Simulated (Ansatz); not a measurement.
# C3H9GaSe2: one species, many functionals

The task here is to estimate one member of a computed series from the others.

Computed with Ansatz 0.2.0, Gaussian basis. Level: functionals in def2-TZVPP.

The runs, in order: LDA (SPW92), PBE-D4, revPBE-D4, BLYP-D4, r2SCAN-D4, B97M-V, PBE0-D4, B3LYP-D4, r2SCANh-D4, r2SCAN0-D4, HSE06-D4, BHLYP-D4, CAM-B3LYP-D4.

### The geometry

An earlier PBE0-D4 in a triple-zeta def2 set relaxation fixed the geometry.

15 atoms, charge 0, spin multiplicity 1.

Atoms are counted from 1 here; the program's logs count them from 0.

Bond lengths: C1–Se2 1.945 Å, C1–H7 1.091 Å, C1–H8 1.089 Å, C1–H9 1.088 Å, Se2–Se3 2.337 Å, Se3–Ga4 2.355 Å, Ga4–C5 1.968 Å, Ga4–C6 1.961 Å, C5–H10 1.093 Å, C5–H11 1.090 Å, C5–H12 1.094 Å, C6–H13 1.090 Å, C6–H14 1.092 Å, C6–H15 1.094 Å. Angles: Se2–C1–H7 106.3°, Se2–C1–H8 110.1°, Se2–C1–H9 110.0°, H7–C1–H8 109.8°, H7–C1–H9 109.9°, H8–C1–H9 110.7°, C1–Se2–Se3 99.3°, Se2–Se3–Ga4 101.1°, Se3–Ga4–C5 113.9°, Se3–Ga4–C6 119.2°, C5–Ga4–C6 126.8°, Ga4–C5–H10 110.3°, Ga4–C5–H11 112.1°, Ga4–C5–H12 109.6°, H10–C5–H11 108.9°, H10–C5–H12 107.4°, H11–C5–H12 108.4°, Ga4–C6–H13 110.9° and more.

The first run:

in.yaml

```yaml
crystal:
  periodic: [false, false, false]
  atoms:
    - {symbol: C, position_ang: [-1.403629, -1.462066, 2.351106]}
    - {symbol: Se, position_ang: [0.507736, -1.126828, 2.484858]}
    - {symbol: Se, position_ang: [1.152440, -1.738687, 0.323310]}
    - {symbol: Ga, position_ang: [0.718475, 0.249696, -0.860654]}
    - {symbol: C, position_ang: [1.227259, 0.175554, -2.760250]}
    - {symbol: C, position_ang: [-0.107938, 1.760680, 0.076350]}
    - {symbol: H, position_ang: [-1.814940, -1.290665, 3.347374]}
    - {symbol: H, position_ang: [-1.856789, -0.771457, 1.641904]}
    - {symbol: H, position_ang: [-1.579653, -2.492777, 2.050944]}
    - {symbol: H, position_ang: [0.390386, 0.489217, -3.389225]}
    - {symbol: H, position_ang: [1.540198, -0.824089, -3.062298]}
    - {symbol: H, position_ang: [2.053808, 0.867287, -2.945331]}
    - {symbol: H, position_ang: [-0.057533, 1.623581, 1.156819]}
    - {symbol: H, position_ang: [0.387485, 2.695434, -0.195122]}
    - {symbol: H, position_ang: [-1.157314, 1.845131, -0.219793]}
basis:
  gaussian: {orbitals: def2-TZVPP}
hamiltonian: {xc: lda}
output: {orbitals: {seedname: orbitals}}
```

Launch:

```bash
ansatz run in.yaml --threads 2 --pin off --events-out ev --progress --plain --max-ram 32768MiB --backend cuda --devices 0, --max-vram 18GiB
```

Among the steps run: LDA; PBE-D4 (GGA); revPBE-D4 (GGA); BLYP-D4 (GGA); r2SCAN-D4 (meta-GGA); B97M-V (meta-GGA); PBE0-D4 (hybrid); B3LYP-D4 (hybrid); r2SCANh-D4 (hybrid); r2SCAN0-D4 (hybrid); HSE06-D4 (hybrid); BHLYP-D4 (hybrid); CAM-B3LYP-D4 (range-separated).

One of the session's tables, all rows but one given; the rest of the session is left out.

It belongs to the step «Frontier levels by functional». 

```
  functional  HOMO (eV)  LUMO (eV)  gap (eV)
 LDA (SPW92)      -5.17      -2.30      2.87
      PBE-D4      -5.01      -2.04      2.96
   revPBE-D4      -4.95      -1.94      3.00
     BLYP-D4      -4.84      -1.93      2.92
   r2SCAN-D4      -5.23      -1.91      3.33
      B97M-V      -5.33      -1.75      3.57
     PBE0-D4      -6.10      -1.19      4.91
    B3LYP-D4          ?          ?         ?
  r2SCANh-D4      -5.64      -1.59      4.04
  r2SCAN0-D4      -6.24      -1.12      5.12
    HSE06-D4      -5.71      -1.56      4.15
    BHLYP-D4      -7.04      -0.24      6.80
CAM-B3LYP-D4      -7.33      -0.15      7.18
```

Estimate the missing values for B3LYP-D4.

Worked estimate for «HOMO (eV)». Against the share of exact exchange, BLYP-D4 (0, -4.84), BHLYP-D4 (0.5, -7.04) give a slope of -4.40 per unit share; at 0.2 the line stands at -5.72.

The run gave: HOMO (eV): -5.87; LUMO (eV): -1.41; gap (eV): 4.46. In «HOMO (eV)» the line misses by +0.15.
